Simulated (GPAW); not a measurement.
# CsLiCr2Te2S3 (R32) in GPAW: a series of runs, part 2 of 2

GPAW 26.7.0.

## (3) Band structure, PBE, collinear spin, ferromagnetic start

Input file run.py:

```python
from ase import Atoms
from ase.dft.bandgap import bandgap
from ase.io import write
from ase.units import GPa
from ase.parallel import parprint
from gpaw import GPAW, PW

atoms = Atoms(['Cs', 'Li', 'Cr', 'Cr', 'Te', 'Te', 'S', 'S', 'S'],
              cell=[[3.3192902327, 1.9163931094, 6.87982],
                    [-3.3192902327, 1.9163931094, 6.87982],
                    [0.0, -3.8327862188, 6.87982]],
              scaled_positions=[[0.0, 0.0, 0.0],
                                [0.5, 0.5, 0.5],
                                [0.79848, 0.79848, 0.79848],
                                [0.20152, 0.20152, 0.20152],
                                [0.6799, 0.6799, 0.6799],
                                [0.3201, 0.3201, 0.3201],
                                [0.13626, 0.86374, 0.5],
                                [0.5, 0.13626, 0.86374],
                                [0.86374, 0.5, 0.13626]],
              pbc=True)
atoms.set_initial_magnetic_moments([0.0, 0.0, 3.0, 3.0, 0.0, 0.0, 0.0, 0.0, 0.0])

calc = GPAW(mode=PW(800),
            xc='PBE',
            kpts={'size': (4, 4, 4), 'gamma': True},
            occupations={'name': 'fermi-dirac', 'width': 0.05},
            nbands=49,
            convergence={'density': 1e-05, 'energy': 1e-05},
            maxiter=150,
            txt='gpaw.txt')
atoms.calc = calc
energy = atoms.get_potential_energy()
forces = atoms.get_forces()
stress = atoms.get_stress()
calc.write('gs.gpw')
write('result.traj', atoms)
parprint(f'Energy: {energy:.6f} eV')
parprint('Forces (eV/A):')
parprint(forces.round(4))
parprint('Stress (GPa):', (stress / GPa).round(3))
parprint('Moments:', calc.get_magnetic_moments().round(3))
parprint('Fermi level:', round(calc.get_fermi_level(), 4), 'eV')
parprint(f'Gap: {bandgap(calc)[0]:.4f} eV, direct: {bandgap(calc, direct=True)[0]:.4f} eV')

path = atoms.cell.bandpath('GLB1,BZGX,QFP1Z,LP', npoints=80, eps=1e-4)
bs_calc = calc.fixed_density(kpts=path, symmetry='off', nbands=88,
                             convergence={'bands': 'CBM+6.0', 'eigenstates': 1e-6}, txt='bands.txt')
bs = bs_calc.band_structure()
bs.write('bs.json')
parprint(f'Gap on the path: {bandgap(bs_calc)[0]:.4f} eV')
```

Potentials or basis: GPAW PAW data sets (gpaw-data 1.2.1), pw.

Run with:

```bash
$ OMP_NUM_THREADS=1 mpirun -n 8 gpaw python run.py
```

It took 6.8 min on 8 MPI ranks of Intel Xeon 6975P-C (Granite Rapids), shared host; peak memory 1.1 GiB.

It converged, with:

```yaml
Free_energy: -45.5663 eV
Pressure: 0.2 GPa
Largest_force: 0.113 eV/Å
Band_gap_along_the_path: none (metal or under the smearing width)
Net_moment: 4.00 μB per cell
Site_moments: Cs -0.01; Li +0.01; Cr +2.24; Te -0.20; S -0.07 μB
```

Forces in eV/Å, atoms in the order of the input:
```
Cs   0.000  0.000  0.000
Li   0.000  0.000  0.000
Cr   0.000  0.000 -0.113
Cr   0.000  0.000  0.113
Te   0.000  0.000  0.031
Te   0.000  0.000 -0.031
S    0.050  0.000  0.000
S   -0.025  0.044  0.000
S   -0.025 -0.044  0.000
```

Stress tensor (GPa, compression positive):
```
 0.34  0.00  0.00
 0.00  0.34  0.00
 0.00  0.00 -0.09
```

Levels at the corners of the path, in eV from the Fermi level:
Spin up:
```
point  band 25  band 26  band 27  band 28  band 29  band 30  band 31  band 32
    Γ    -0.49    -0.49    -0.16    -0.16     0.09     0.34     0.34     1.71
    L    -1.08    -0.50    -0.26    -0.18     0.40     0.78     0.79     0.87
   B1    -0.73    -0.68    -0.43    -0.20     0.33     0.36     0.84     0.97
    B    -0.73    -0.68    -0.43    -0.20     0.33     0.36     0.84     0.97
    Z    -1.15    -1.15    -0.44    -0.22    -0.22     0.87     0.87     1.13
    Γ    -0.49    -0.49    -0.16    -0.16     0.09     0.34     0.34     1.71
    X    -0.77    -0.60    -0.43    -0.16     0.29     0.41     0.82     1.10
    Q    -0.77    -0.60    -0.43    -0.16     0.29     0.41     0.82     1.10
    F    -0.84    -0.65    -0.34    -0.02     0.10     0.42     0.43     0.90
   P1    -0.93    -0.63    -0.33    -0.25     0.29     0.41     0.61     0.94
    Z    -1.15    -1.15    -0.44    -0.22    -0.22     0.87     0.87     1.13
    L    -1.08    -0.50    -0.26    -0.18     0.40     0.78     0.79     0.87
    P    -0.93    -0.63    -0.33    -0.25     0.29     0.41     0.61     0.94
```
Spin down:
```
point  band 22  band 23  band 24  band 25  band 26  band 27
    Γ    -1.72    -0.20    -0.20     0.76     0.76     1.08
    L    -1.46    -0.88    -0.75     0.84     1.13     1.29
   B1    -1.38    -0.80    -0.32     0.92     1.06     1.20
    B    -1.38    -0.80    -0.32     0.92     1.06     1.20
    Z    -1.63    -0.72    -0.71     0.75     0.75     0.92
    Γ    -1.72    -0.20    -0.20     0.76     0.76     1.08
    X    -1.33    -0.82    -0.30     0.95     1.09     1.18
    Q    -1.33    -0.82    -0.30     0.95     1.10     1.18
    F    -1.57    -0.66    -0.29     0.89     0.92     1.09
   P1    -1.63    -0.68    -0.47     0.88     0.94     1.14
    Z    -1.63    -0.72    -0.71     0.75     0.75     0.92
    L    -1.46    -0.88    -0.75     0.84     1.13     1.29
    P    -1.63    -0.68    -0.47     0.88     0.94     1.14
```

Caveat: spin-orbit coupling is left out, which moves the levels of the heavy elements; only a ferromagnetic start was run, and an antiferromagnetic order may lie lower in energy.

## (4) Band structure, PBEsol, collinear spin, ferromagnetic start

run.py, as its differences from that of step 3:

```diff
@@ -5,3 +5,5 @@
 from ase.parallel import parprint
-from gpaw import GPAW, PW
+from gpaw import GPAW, PW, setup_paths
+
+setup_paths.insert(0, '.')
 
@@ -24,3 +26,3 @@
 calc = GPAW(mode=PW(800),
-            xc='PBE',
+            xc='PBEsol',
             kpts={'size': (4, 4, 4), 'gamma': True},
```

Potentials or basis: PAW data sets generated in the run's folder for this functional, pw.

Run with:

```bash
$ gpaw-setup -f PBEsol Cr Cs Li S Te
$ OMP_NUM_THREADS=1 mpirun -n 8 gpaw python run.py
```

gpaw.txt:

```text
__  _  _
 | _ |_)|_||  |
 |__||  | ||/\| - 26.7.0

Input parameters:
  mode=PW(ecut=800.0),
  convergence={'density': 1e-05, 'energy': 1e-05},
  kpts=MonkhorstPack(size=(4, 4, 4), gamma=True),
  maxiter=150,
  nbands=49,
  occupations=Occupations(name='fermi-dirac', width=0.05),
  xc=XC(name='PBEsol')

Diagonalizing LCAO Hamiltonian
Converting LCAO to pw mode

               Cr

               Te

                   S
        S      Li

                S

               Te

               Cr

               Cs

Atoms  # Å, Bohr magnetons
|   | symbol |         x |         y |         z |    initial magnetic moments |
|---|--------|-----------|-----------|-----------|-----------------------------|
| 0 |     Cs |  0.000000 |  0.000000 |  0.000000 | ( 0.0000,  0.0000,  0.0000) |
| 1 |     Li |  0.000000 |  0.000000 | 10.319730 | ( 0.0000,  0.0000,  0.0000) |
| 2 |     Cr | -0.000000 |  0.000000 | 16.480196 | ( 0.0000,  0.0000,  3.0000) |
| 3 |     Cr | -0.000000 | -0.000000 |  4.159264 | ( 0.0000,  0.0000,  3.0000) |
| 4 |     Te | -0.000000 | -0.000000 | 14.032769 | ( 0.0000,  0.0000,  0.0000) |
| 5 |     Te |  0.000000 | -0.000000 |  6.606691 | ( 0.0000,  0.0000,  0.0000) |
| 6 |      S | -2.414717 | -0.000000 | 10.319730 | ( 0.0000,  0.0000,  0.0000) |
| 7 |      S |  1.207359 | -2.091206 | 10.319730 | ( 0.0000,  0.0000,  0.0000) |
| 8 |      S |  1.207359 |  2.091206 | 10.319730 | ( 0.0000,  0.0000,  0.0000) |

Unit cell  # Å
| periodic |         x |         y |        z |  lengths |    angles |
|----------|-----------|-----------|----------|----------|-----------|
|      yes |  3.319290 |  1.916393 | 6.879820 | 7.875416 | 49.855481 |
|      yes | -3.319290 |  1.916393 | 6.879820 | 7.875416 | 49.855481 |
|      yes |  0.000000 | -3.832786 | 6.879820 | 7.875416 | 49.855481 |

Number of symmetries: 6
Symmetry operations  # r_c * U_cc + t_c -> r_c
|   | kind |            matrix            |
|---|------|------------------------------|
| 0 |  E   |  1, 0, 0,  0, 1, 0,  0, 0, 1 |
| 1 |  C3  |  0, 1, 0,  0, 0, 1,  1, 0, 0 |
| 2 |  C3  |  0, 0, 1,  1, 0, 0,  0, 1, 0 |
| 3 |  C2  |  0, 0,-1,  0,-1, 0, -1, 0, 0 |
| 4 |  C2  |  0,-1, 0, -1, 0, 0,  0, 0,-1 |
| 5 |  C2  | -1, 0, 0,  0, 0,-1,  0,-1, 0 |

BZ-sampling:
  Number of BZ points: 64
  Number of IBZ points: 13

[... 202 lines left out ...]
|iter:   1| |  -51.022428 | +0.30 |       |  +5.9904|
|iter:   2| |  -48.333793 | -1.07 | -0.70 |  +5.9144|
|iter:   3| |  -48.163352 | -2.29 | -0.95 |  +5.7952|
|iter:   4| |  -47.988853 | -2.27 | -1.01 |  +5.3671|
|iter:   5| |  -47.985850 | -2.19 | -1.13 |  +4.7979|
|iter:   6| |  -48.035698 | -2.57 | -1.36 |  +4.3233|
|iter:   7| |  -48.047196 | -3.17 | -1.66 |  +4.1418|
|iter:   8| |  -48.053649 | -3.59 | -1.95 |  +3.9974|
|iter:   9| |  -48.054393 | -4.44 | -2.42 |  +3.9958|
|iter:  10| |  -48.054579 | -5.08 | -2.92 |  +3.9976|
|iter:  11| |  -48.054595c| -5.71 | -3.23 |  +4.0030|
|iter:  12| |  -48.054588c| -6.41 | -3.57 |  +4.0043|
|iter:  13| |  -48.054584c| -7.14 | -3.98 |  +4.0039|
|iter:  14| |  -48.054581c| -7.68c| -4.41 |  +4.0037|
|iter:  15| |  -48.054581c| -7.88c| -4.94 |  +4.0036|
|iter:  16| |  -48.054580c| -8.40c| -5.33c|  +4.0036|

Converged in 16 steps
Energy contributions relative to reference atoms: (reference = -670966.768694)

Energy contributions:
  Kinetic:           6.741917
  Coulomb:         -20.527133
  Zero:              0.934470
  External:          0.000000
  Xc:              -35.193059
  Entropy:          -0.021550
  Spinorbit:         0.000000
  ----------------------------
  Free energy:     -48.065355
  Extrapolated:    -48.054580

dipole moment: (-0.000000, -0.000000, -116.135246)  # |e|*Ang

Total magnetic moment: (0.000000, 0.000000, 4.003597)

Local magnetic moments
|        x |        y |         z |
|----------|----------|-----------|
| 0.000000 | 0.000000 | -0.005327 |  # Cs   0
| 0.000000 | 0.000000 |  0.006164 |  # Li   1
| 0.000000 | 0.000000 |  2.201288 |  # Cr   2
| 0.000000 | 0.000000 |  2.201288 |  # Cr   3
| 0.000000 | 0.000000 | -0.185887 |  # Te   4
| 0.000000 | 0.000000 | -0.185887 |  # Te   5
| 0.000000 | 0.000000 | -0.065481 |  # S    6
| 0.000000 | 0.000000 | -0.065481 |  # S    7
| 0.000000 | 0.000000 | -0.065481 |  # S    8

Fermi level: 3.508
Eigenvalues  # (at kpt = [0.000, 0.000, 0.000])
| band index |      eig [eV] | occ [0-1] |      eig [eV] | occ [0-1] |
|------------|---------------|-----------|---------------|-----------|
|          0 |       -17.609 |     1.000 |       -17.615 |     1.000 |
|        ... |               |           |               |           |
|         18 |         0.958 |     1.000 |         1.461 |     1.000 |
|         19 |         1.119 |     1.000 |         1.461 |     1.000 |
|         20 |         1.119 |     1.000 |         1.516 |     1.000 |
|         21 |         1.295 |     1.000 |         1.799 |     1.000 |
|         22 |         2.047 |     1.000 |         3.316 |     0.979 |
|         23 |         2.047 |     1.000 |         3.316 |     0.979 |
[... 8 lines left out ...]
|         32 |         5.291 |     0.000 |         6.498 |     0.000 |
|         33 |         5.291 |     0.000 |         6.498 |     0.000 |
|        ... |               |           |               |           |
|         48 |        12.116 |     0.000 |        12.008 |     0.000 |

No gap
No difference between direct/indirect transitions

Forces  # eV/Ang
|        x |        y |        z |
|----------|----------|----------|
|  0.00000 |  0.00000 |  0.00000 |  # Cs   0
|  0.00000 |  0.00000 | -0.00000 |  # Li   1
|  0.00000 | -0.00000 | -0.11481 |  # Cr   2
|  0.00000 |  0.00000 |  0.11481 |  # Cr   3
|  0.00000 | -0.00000 |  0.25641 |  # Te   4
|  0.00000 |  0.00000 | -0.25641 |  # Te   5
| -0.16475 |  0.00000 | -0.00000 |  # S    6
|  0.08237 | -0.14267 |  0.00000 |  # S    7
|  0.08237 |  0.14267 | -0.00000 |  # S    8

Stress tensor  # eV/Ang^3
|         x |         y |        z |
|-----------|-----------|----------|
|  0.011418 | -0.000000 | 0.000000 |
| -0.000000 |  0.011418 | 0.000000 |
|  0.000000 |  0.000000 | 0.013183 |

# Writing to gs.gpw (mode='')
```

stdout:

```text
Energy: -48.054580 eV
Forces (eV/A):
[[ 0.      0.      0.    ]
 [ 0.      0.     -0.    ]
 [ 0.     -0.     -0.1148]
 [ 0.      0.      0.1148]
 [ 0.     -0.      0.2564]
 [ 0.      0.     -0.2564]
 [-0.1647  0.     -0.    ]
 [ 0.0824 -0.1427  0.    ]
 [ 0.0824  0.1427 -0.    ]]
Stress (GPa): [ 1.829  1.829  2.112  0.     0.    -0.   ]
Moments: [-0.005  0.006  2.201  2.201 -0.186 -0.186 -0.065 -0.065 -0.065]
Fermi level: 3.5081 eV
Gap: 0.0000 eV, direct: 0.0000 eV
Gap on the path: 0.0000 eV
```

Run time: 6.2 min. Hardware: 8 MPI ranks of Intel Xeon 6975P-C (Granite Rapids), shared host; peak memory 1.1 GiB.

Results:

- Free energy: -48.0654 eV
- Pressure: -1.9 GPa
- Largest force: 0.256 eV/Å
- Band gap along the path: none (metal or under the smearing width)
- Net moment: 4.00 μB per cell
- Site moments: Cs -0.01; Li +0.01; Cr +2.20; Te -0.19; S -0.07 μB

Forces in eV/Å, atoms in the order of the input:
```
Cs   0.000  0.000  0.000
Li   0.000  0.000  0.000
Cr   0.000  0.000 -0.115
Cr   0.000  0.000  0.115
Te   0.000  0.000  0.256
Te   0.000  0.000 -0.256
S   -0.165  0.000  0.000
S    0.082 -0.143  0.000
S    0.082  0.143  0.000
```

Levels at the corners of the path, in eV from the Fermi level:
Spin up:
| point | band 24 | band 25 | band 26 | band 27 | band 28 | band 29 | band 30 | band 31 | band 32 | band 33 |
| --- | --- | --- | --- | --- | --- | --- | --- | --- | --- | --- |
| Γ | -1.46 | -0.50 | -0.50 | -0.14 | -0.14 | 0.06 | 0.34 | 0.34 | 1.71 | 1.78 |
| L | -1.33 | -1.07 | -0.50 | -0.22 | -0.17 | 0.38 | 0.76 | 0.77 | 0.85 | 1.06 |
| B1 | -0.95 | -0.73 | -0.67 | -0.41 | -0.21 | 0.31 | 0.35 | 0.83 | 0.95 | 1.19 |
| B | -0.95 | -0.73 | -0.67 | -0.41 | -0.21 | 0.31 | 0.35 | 0.83 | 0.95 | 1.19 |
| Z | -1.44 | -1.16 | -1.16 | -0.48 | -0.18 | -0.18 | 0.87 | 0.87 | 1.10 | 1.62 |
| Γ | -1.46 | -0.50 | -0.50 | -0.14 | -0.14 | 0.06 | 0.34 | 0.34 | 1.71 | 1.78 |
| X | -0.91 | -0.79 | -0.59 | -0.41 | -0.17 | 0.27 | 0.39 | 0.80 | 1.09 | 1.10 |
| Q | -0.91 | -0.79 | -0.59 | -0.41 | -0.17 | 0.27 | 0.39 | 0.80 | 1.09 | 1.10 |
| F | -0.93 | -0.81 | -0.67 | -0.31 | -0.03 | 0.08 | 0.40 | 0.41 | 0.89 | 1.18 |
| P1 | -1.02 | -0.90 | -0.65 | -0.30 | -0.25 | 0.27 | 0.39 | 0.60 | 0.92 | 1.12 |
| Z | -1.44 | -1.16 | -1.16 | -0.48 | -0.18 | -0.18 | 0.87 | 0.87 | 1.10 | 1.62 |
| L | -1.33 | -1.07 | -0.50 | -0.22 | -0.17 | 0.38 | 0.76 | 0.77 | 0.85 | 1.06 |
| P | -1.02 | -0.90 | -0.65 | -0.30 | -0.25 | 0.27 | 0.39 | 0.60 | 0.92 | 1.12 |
Spin down:
```csv
point,band 22,band 23,band 24,band 25,band 26,band 27
Γ,-1.71,-0.19,-0.19,0.71,0.71,1.03
L,-1.46,-0.88,-0.76,0.77,1.07,1.22
B1,-1.38,-0.79,-0.32,0.86,0.98,1.14
B,-1.38,-0.79,-0.32,0.86,0.98,1.14
Z,-1.63,-0.72,-0.72,0.69,0.69,0.88
Γ,-1.71,-0.19,-0.19,0.71,0.71,1.03
X,-1.33,-0.81,-0.30,0.89,1.02,1.12
Q,-1.33,-0.81,-0.30,0.89,1.02,1.12
F,-1.57,-0.65,-0.28,0.82,0.87,1.01
P1,-1.63,-0.67,-0.47,0.82,0.87,1.07
Z,-1.63,-0.72,-0.72,0.69,0.69,0.88
L,-1.46,-0.88,-0.76,0.77,1.07,1.22
P,-1.63,-0.67,-0.47,0.82,0.87,1.07
```

Caveat: spin-orbit coupling is left out, which moves the levels of the heavy elements; only a ferromagnetic start was run, and an antiferromagnetic order may lie lower in energy.

## (5) The reference run

An earlier run on the cell as given: functional PBE; potentials or basis GPAW PAW data sets (gpaw-data 1.2.1); cutoff 800 eV; basis pw; k mesh 5 × 5 × 5; occupations fermi-dirac, width 0.05 eV; collinear spin, ferromagnetic start; starting moments [0.0, 0.0, 3.0, 3.0, 0.0, 0.0, 0.0, 0.0, 0.0] μB.

- Pressure: 0.2 GPa
- Largest force: 0.105 eV/Å
- Band gap on the k mesh: none (metal or under the smearing width)
- Net moment: 4.00 μB per cell
- Site moments: Cs -0.01; Li +0.01; Cr +2.24; Te -0.20; S -0.07 μB

## (6) Overview

```csv
task,level,potentials or basis,k mesh,band path,band points,pressure (GPa),moment (μB),largest force (eV/Å)
band structure,LDA,"the program's PAW data sets (release 1.2.1) made for this functional, pw",4 × 4 × 4,"GLB1,BZGX,QFP1Z,LP",80,-3.9,4.00,0.58
band structure,PBE,"GPAW PAW data sets (gpaw-data 1.2.1), pw",4 × 4 × 4,"GLB1,BZGX,QFP1Z,LP",80,0.2,4.00,0.11
band structure,PBEsol,"PAW data sets generated in the run's folder for this functional, pw",4 × 4 × 4,"GLB1,BZGX,QFP1Z,LP",80,-1.9,4.00,0.26
single point,PBE,"GPAW PAW data sets (gpaw-data 1.2.1), pw",5 × 5 × 5,-,-,0.2,4.00,0.11
```

Alike in all rows: spin collinear, ferromagnetic start; cell as given; cutoff (eV) 800; smearing fermi-dirac 0.05 eV.

Caveats: only a ferromagnetic start was run, and an antiferromagnetic order may lie lower in energy; spin-orbit coupling is left out, which moves the levels of the heavy elements (some runs).

Absolute energies hang on the potentials; compare differences alone.
